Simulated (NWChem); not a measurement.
# C4H8O (butyraldehyde): r2SCAN/6-31G(d,p) (spherical functions)

Aim: the electronic atomisation energy of C4H8O (butyraldehyde) at r2SCAN/6-31G** (spherical functions), from 4 runs. 

The calculation is run with NWChem 7.3.0.

## Step 1: The system as given

C4H8O has 13 atoms, charge 0, and is taken as a singlet. SMILES: `CCCC=O`. The coordinates come from a PBE0-D4/def2-TZVP relaxation. This is one conformer, not always the lowest.

Bond lengths: C1–C2 1.520 Å, C2–C3 1.518 Å, C3–C4 1.499 Å, C4–O5 1.201 Å, C1–H6 1.092 Å, C1–H7 1.094 Å, C1–H8 1.091 Å, C2–H9 1.094 Å, C2–H10 1.094 Å, C3–H11 1.099 Å, C3–H12 1.099 Å, C4–H13 1.113 Å. Some angles: C1–C2–C3 113.0°, C2–C3–C4 115.1°, C3–C4–O5 125.2°, C1–C2–H9 109.7°, C1–C2–H10 109.6°, C3–C2–H9 108.7°, C3–C2–H10 108.7°, C2–C1–H6 111.1°, C2–C1–H7 111.1°, C2–C1–H8 111.1°.

## Step 2: A single-point energy at r2SCAN/6-31G(d,p) (spherical functions) (run 1)

c4h8o.xyz reads:

```xyz
13

C     -1.358800     0.247600     0.768800
C      0.157400     0.343500     0.817500
C      0.841700    -0.545800    -0.204400
C      0.730100    -0.083300    -1.626300
O      0.239700     0.954200    -1.979300
H     -1.817000     0.888100     1.525300
H     -1.694400    -0.776900     0.955600
H     -1.740200     0.557700    -0.205500
H      0.513100     0.070500     1.815300
H      0.465500     1.378500     0.645000
H      0.464500    -1.576800    -0.164500
H      1.919000    -0.637400    -0.005700
H      1.164600    -0.781200    -2.376600
```

c4h8o.nw reads:

```
start c4h8o
memory 2200 mb

geometry noautosym nocenter noautoz
  load format xyz c4h8o.xyz
end

basis spherical bse
  * library 6-31G**
end

dft
  xc r2scan
  grid fine
  convergence energy 1e-08
  maxiter 100
  mulliken
  noprint "final vectors analysis"
end

task dft energy
```

Run with:

```bash
$ nwchem c4h8o.nw > c4h8o.out
```

The log of the run:

```text
[...]
          Wavefunction type:  closed shell.
          No. of atoms     :    13
          No. of electrons :    40
[...]
          Charge           :     0
          Spin multiplicity:     1
[...]
          AO basis - number of functions:   110
[...]
              XC Information
              --------------
                      r^2SCAN Method XC Functional
               r^2SCAN metaGGA Exchange Functional  1.000
                     r^2SCAN Correlation Potential  1.000
[...]
 d= 0,ls=0.0,diis     1   -232.2104424446 -4.09D+02  2.02D-02  9.21D-01     4.0
[...]
 d= 0,ls=0.0,diis    11   -232.3208244836 -5.73D-10  1.14D-07  2.09D-10    37.1
         Total DFT energy =     -232.320824483554
      One electron energy =     -663.223741552285
           Coulomb energy =      287.626156866444
    Exchange-Corr. energy =      -33.165320954892
 Nuclear repulsion energy =      176.442081157179
[...]
      Total Density - Mulliken Population Analysis
     ---------------------------------------------
    Atom       Charge   Shell Charges
 -----------   ------   -------------------------------------------------------
    1 C    6     6.39   2.00  0.66  2.09  0.62  0.99  0.03
    2 C    6     6.23   2.00  0.66  2.08  0.59  0.86  0.04
    3 C    6     6.32   2.00  0.67  2.09  0.61  0.92  0.04
    4 C    6     5.72   2.00  0.71  1.93  0.45  0.55  0.09
    5 O    8     8.37   2.00  0.93  2.85  0.95  1.62  0.03
    6 H    1     0.87   0.53  0.33  0.01
    7 H    1     0.88   0.53  0.34  0.01
    8 H    1     0.85   0.52  0.31  0.01
    9 H    1     0.88   0.53  0.33  0.01
   10 H    1     0.86   0.53  0.32  0.01
[...]
```

It took 38 s on 1 thread of AMD EPYC 7R43 (Zen 3), shared host; peak memory 0.12 GiB.

## Step 3: The C atom at the same level (run 2)

c.xyz reads:

```xyz
1

C      0.000000     0.000000     0.000000
```

c.nw reads:

```
START c
memory stack 880 mb heap 220 mb global 1100 mb
GEOMETRY units angstroms noautosym nocenter noautoz
  load c.xyz
END
BASIS spherical bse
  C library 6-31G**
END
DFT
  xc r2scan
  mult 3
  grid fine
  convergence energy 1e-08
  maxiter 100
  mulliken
  noprint "final vectors analysis"
END
TASK dft energy
```

Run with:

```bash
$ nwchem c.nw > c.out
```

The log of the run:

```text
[...]
          Wavefunction type:  spin polarized.
          No. of atoms     :     1
          No. of electrons :     6
[...]
          Charge           :     0
          Spin multiplicity:     3
[...]
          AO basis - number of functions:    14
[...]
              XC Information
              --------------
                      r^2SCAN Method XC Functional
               r^2SCAN metaGGA Exchange Functional  1.000
                     r^2SCAN Correlation Potential  1.000
[...]
 d= 0,ls=0.0,diis     1    -37.7908627978 -3.78D+01  2.59D-02  5.30D-02     0.1
[...]
 d= 0,ls=0.0,diis     6    -37.8191909077 -4.38D-09  1.33D-06  7.57D-12     0.2
[...]
         Total DFT energy =      -37.819190907660
      One electron energy =      -50.489819910690
           Coulomb energy =       17.893075070630
    Exchange-Corr. energy =       -5.222446067600
 Nuclear repulsion energy =        0.000000000000
[...]
      Total Density - Mulliken Population Analysis
     ---------------------------------------------
    Atom       Charge   Shell Charges
 -----------   ------   -------------------------------------------------------
    1 C    6     6.00   2.00  0.85  1.22  1.15  0.78  0.00
     --------------------------------------------
      Spin Density - Mulliken Population Analysis
     --------------------------------------------
    Atom       Charge   Shell Charges
 -----------   ------   -------------------------------------------------------
    1 C    6     2.00  -0.00  0.06  1.22 -0.06  0.78 -0.00
[...]
      <S2> =      2.0035 (Exact =     2.0000)
[...]
```

Run time: 0.84 s. Hardware: 1 thread of AMD EPYC 7R43 (Zen 3), shared host; peak memory 0.098 GiB.

Run 3 isn't shown in full; the table further down has it.

## Step 4: The O atom, same level (run 4)

nw.nw reads:

```
start nw
title "O r2SCAN"
memory total 2200 mb

geometry noautosym nocenter noautoz
O      0.000000     0.000000     0.000000
end

basis spherical bse
* library 6-31G**
end

dft
xc r2scan
mult 3
grid fine
convergence energy 1e-08
iterations 100
mulliken
print low
end

task dft energy
```

Run the same way, it converges to -75.02240 Eh (log not shown).

## Step 5: All runs side by side

| run | level | partner | energy (Eh) | wall time |
| --- | --- | --- | --- | --- |
| 1 | r2SCAN/6-31G** (spherical functions) | base | -232.320824 | 38 s |
| 2 | U-r2SCAN/6-31G** (spherical functions) | atoms | -37.819191 | 0.84 s |
| 3 | U-r2SCAN/6-31G** (spherical functions) | atoms | -0.498227 | 0.72 s |
| 4 | U-r2SCAN/6-31G** (spherical functions) | atoms | -75.022397 | 0.88 s |

## Step 6: Summary of results

At r2SCAN/6-31G** (spherical functions):

```
                     quantity         value
         O atom: total energy  -75.02240 Eh
                 O atom: ⟨S²⟩         2.003
electronic atomisation energy     55.398 eV
```

Taking the molecule apart into free atoms costs 55.40 eV (5345 kJ/mol), before zero-point energy and without spin-orbit coupling. All runs together took 40 s, the longest 38 s.
